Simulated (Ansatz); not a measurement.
**BF2HSi (SMILES B=[Si](F)F): single points off equilibrium**

How do the functionals fare away from a minimum? The structure is a structure displaced at random from a GFN2-xTB minimum.

Method: single points in def2-TZVPP; program: Ansatz 0.2.0, Gaussian basis.

Correlated methods freeze the cores.

### Step 1. The starting structure

SMILES `B=[Si](F)F`, 5 atoms, charge 0, spin multiplicity 1.

Atoms are counted from 1 here; the program's logs count them from 0.

Bond lengths: B1–Si2 1.728 Å, B1–H5 1.151 Å, Si2–F3 1.686 Å, Si2–F4 1.542 Å. Angles: Si2–B1–H5 143.8°, B1–Si2–F3 130.0°, B1–Si2–F4 132.7°, F3–Si2–F4 91.2°.

As a file:

```
B    -0.59840    1.09710   -0.06420
Si    0.28800   -0.38230    0.03680
F    -0.24350   -1.94010    0.40220
F     1.71000   -0.71740    0.52960
H    -1.01840    1.88050   -0.79610
```

### Step 2. CCSD(T)/def2-TZVPP

Input file run/in.yaml:

```yaml
crystal:
  periodic: [false, false, false]
  atoms:
    - {symbol: B, position_ang: [-0.598400, 1.097100, -0.064200]}
    - {symbol: Si, position_ang: [0.288000, -0.382300, 0.036800]}
    - {symbol: F, position_ang: [-0.243500, -1.940100, 0.402200]}
    - {symbol: F, position_ang: [1.710000, -0.717400, 0.529600]}
    - {symbol: H, position_ang: [-1.018400, 1.880500, -0.796100]}
basis:
  gaussian: {orbitals: def2-TZVPP}
correlation: {method: ccsd_t}
output: {forces: true}
```

The command line of these runs was not kept.

### Step 3. PBE0-D4/def2-TZVPP

run/in.yaml: that of step 2 with these lines changed.

```diff
@@ -10,3 +10,3 @@
   gaussian: {orbitals: def2-TZVPP}
-correlation: {method: ccsd_t}
-output: {forces: true}
+hamiltonian: {xc: pbe0, dispersion: d4}
+output: {forces: true, orbitals: {seedname: orbitals}}
```

### Step 4. wB97M-V/def2-TZVPP

run/in.yaml: that of step 3 with these lines changed.

```diff
@@ -10,3 +10,3 @@
   gaussian: {orbitals: def2-TZVPP}
-hamiltonian: {xc: pbe0, dispersion: d4}
-output: {forces: true, orbitals: {seedname: orbitals}}
+hamiltonian: {xc: {name: wB97M-V}}
+output: {forces: true}
```

### Step 5. r2SCAN-D4/def2-TZVPP

run/in.yaml: that of step 4 with these lines changed.

```diff
@@ -10,3 +10,3 @@
   gaussian: {orbitals: def2-TZVPP}
-hamiltonian: {xc: {name: wB97M-V}}
+hamiltonian: {xc: r2scan, dispersion: d4}
 output: {forces: true}
```

### Step 6. PBE-D4/def2-TZVPP

run/in.yaml: that of step 5 with these lines changed.

```diff
@@ -10,3 +10,3 @@
   gaussian: {orbitals: def2-TZVPP}
-hamiltonian: {xc: r2scan, dispersion: d4}
+hamiltonian: {xc: pbe, dispersion: d4}
 output: {forces: true}
```

### Step 7. B97M-V/def2-TZVPP

run/in.yaml: that of step 6 with these lines changed.

```diff
@@ -10,3 +10,3 @@
   gaussian: {orbitals: def2-TZVPP}
-hamiltonian: {xc: pbe, dispersion: d4}
+hamiltonian: {xc: {name: B97M-V}}
 output: {forces: true}
```

### Step 8. LC-wPBE/def2-TZVPP

run/in.yaml: that of step 7 with these lines changed.

```diff
@@ -10,3 +10,3 @@
   gaussian: {orbitals: def2-TZVPP}
-hamiltonian: {xc: {name: B97M-V}}
+hamiltonian: {xc: {name: LC-wPBE}}
 output: {forces: true}
```

(Steps that only read results are left out.)

Before running it: what results should come out? Wanted: energy less free atoms, CCSD(T)/def2-TZVPP; RMS force component; RMS force error; HOMO and LUMO, PBE0-D4; T1 diagnostic.

**Answer**, as computed:

```
                                  quantity                                                                                          value
energy less free atoms, CCSD(T)/def2-TZVPP                                                                                     -16.774 eV
                       RMS force component                                                           1.957 to 2.178 eV/Å over the methods
                           RMS force error  PBE0-D4 0.138, wB97M-V 0.249, r2SCAN-D4 0.103, PBE-D4 0.375, B97M-V 0.136, LC-wPBE 0.343 eV/Å
                    HOMO and LUMO, PBE0-D4                                                                             -6.57 and -4.12 eV
                             T1 diagnostic                                                                                          0.015
```

What this shows: Against CCSD(T) the functionals' energies less atoms differ by -1.043 to -0.419 eV, PBE-D4 by -1.043 eV. A larger basis would deepen the CCSD(T) value, while the functionals are nearly converged already, so the order here is not reliable. On forces the order runs from r2SCAN-D4 to PBE-D4. Frozen-core CCSD(T) forces in triple zeta carry basis errors of their own, and this is one geometry, so small gaps rank nothing. The restricted Hartree–Fock reference is unstable towards an unrestricted one at one or more of these structures.
